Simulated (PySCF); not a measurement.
# S2Tl (Tl(S)2-): the cost of one run

Program: PySCF 2.14.0. Level of theory: PBE, Tl def2-SVP with ECP60, S def2-SVP; scalar-relativistic core potentials, no spin–orbit coupling. These are calculated values, not measurements.

3 further runs of the same task are left out: 2 for a known fault of the program, 1 that didn't finish.

## (1) Where the work starts

3 atoms, charge -1, spin multiplicity 1.

Bond lengths: Tl1–S2 2.183 Å, Tl1–S3 2.183 Å. Angles: S2–Tl1–S3 180.0°.

Geometry (Å):

```xyz
3
charge -1, multiplicity 1
Tl    0.0000    0.0000    0.0000
S     0.0000    0.0000    2.1829
S     0.0000    0.0000   -2.1829
```

Formal oxidation states: Tl +3.

## (2) SCF at the start, singlet

The input, run.py (the lines that set the calculation):

```python
mol = gto.M(atom='''
Tl     0.00000     0.00000     0.00000
S      0.00000     0.00000     2.18290
S      0.00000     0.00000    -2.18290''',
    basis={'Tl': 'def2-SVP', 'S': 'def2-SVP'},
    ecp={'Tl': 'def2-SVP'},
    charge=-1, spin=0)
mf = dft.RKS(mol, xc='PBE')
mf.grids.atom_grid = (50, 194)
mf = mf.density_fit()  # fitting sets: Tl def2-universal-JKFIT, S def2-universal-JKFIT
mf.conv_tol = 1e-08; mf.max_cycle = 55
mf.kernel(dm0)  # dm0: free metal ions and neutral atoms
```

Command:

```sh
$ OMP_NUM_THREADS=2 python run.py
```

Q: Estimate wall time and peak memory on 2 threads of Arm Neoverse V1, shared host.

About 1.4 s, with a peak of 0.27 GiB.
